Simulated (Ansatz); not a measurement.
# H4OS3Ti: one species, many methods

One table from this session's results is given with a row withheld; the runs are named, their logs left out.

The runs use Ansatz 0.2.0, Gaussian basis; functionals in def2-TZVPP, the program's frozen cores in correlated methods.

The runs, in order: PBE-D4, r2SCAN-D4, PBE0-D4, B3LYP-D4, ωB97X-V, ωB97M-V, B2PLYP; CCSD(T)/def2-TZVPP; MP2/def2-QZVPP; extrapolation to the limit.

## The geometry

The geometry comes from an earlier relaxation with PBE0-D4 in a triple-zeta def2 set; it is a stationary point, not always the lowest conformer.

SMILES `[OH][Ti]([SH])([SH])[SH]`, 9 atoms, charge 0, spin multiplicity 1.

Atoms are counted from 1 here; the program's logs count them from 0.

Bond lengths: O1–Ti2 1.763 Å, O1–H6 0.958 Å, Ti2–S3 2.279 Å, Ti2–S4 2.290 Å, Ti2–S5 2.277 Å, S3–H7 1.349 Å, S4–H8 1.347 Å, S5–H9 1.348 Å. Angles: Ti2–O1–H6 142.9°, O1–Ti2–S3 114.4°, O1–Ti2–S4 111.4°, O1–Ti2–S5 107.9°, S3–Ti2–S4 106.0°, S3–Ti2–S5 104.1°, S4–Ti2–S5 112.9°, Ti2–S3–H7 91.0°, Ti2–S4–H8 91.5°, Ti2–S5–H9 90.7°.

The first run:

The input, in.yaml:

```yaml
crystal:
  periodic: [false, false, false]
  atoms:
    - {symbol: O, position_ang: [0.982355, 1.480570, 0.343319]}
    - {symbol: Ti, position_ang: [0.155039, -0.012939, -0.094558]}
    - {symbol: S, position_ang: [-1.232410, 0.171627, -1.892630]}
    - {symbol: S, position_ang: [-1.142889, -0.784647, 1.626790]}
    - {symbol: S, position_ang: [1.729937, -1.516072, -0.760066]}
    - {symbol: H, position_ang: [1.135380, 2.381653, 0.057160]}
    - {symbol: H, position_ang: [-2.086114, 0.940523, -1.184982]}
    - {symbol: H, position_ang: [-0.388107, -0.134857, 2.534271]}
    - {symbol: H, position_ang: [0.846811, -2.525847, -0.629295]}
basis:
  gaussian: {orbitals: def2-TZVPP}
hamiltonian: {xc: pbe, dispersion: d4}
output: {forces: true, orbitals: {seedname: orbitals}}
```

On the command line:

```console
> ansatz run in.yaml --threads 2 --pin off --events-out ev --progress --plain --max-ram 32768MiB --backend cuda --devices 0, --max-vram 18GiB
```

Steps of the session up to this table: PBE-D4 (GGA); r2SCAN-D4 (meta-GGA); PBE0-D4 (hybrid); B3LYP-D4 (hybrid); ωB97X-V (range-separated); ωB97M-V (range-separated); B2PLYP (double hybrid).

One table of the session follows, with a row left open; its other results are not shown here.

It belongs to the step «Orbital energies across the functionals». 

```
functional  HOMO (eV)  LUMO (eV)  gap (eV)
    PBE-D4      -6.38      -3.58      2.80
 r2SCAN-D4      -6.66      -3.53      3.13
   PBE0-D4      -7.54      -2.69      4.85
  B3LYP-D4      -7.29      -2.90      4.39
   ωB97X-V          ?          ?         ?
   ωB97M-V      -9.63      -0.58      9.05
```

Estimate the missing values for ωB97X-V.

**Answer.** HOMO (eV): -9.80; LUMO (eV): -0.60; gap (eV): 9.20. In the column «HOMO (eV)» it is the lowest.
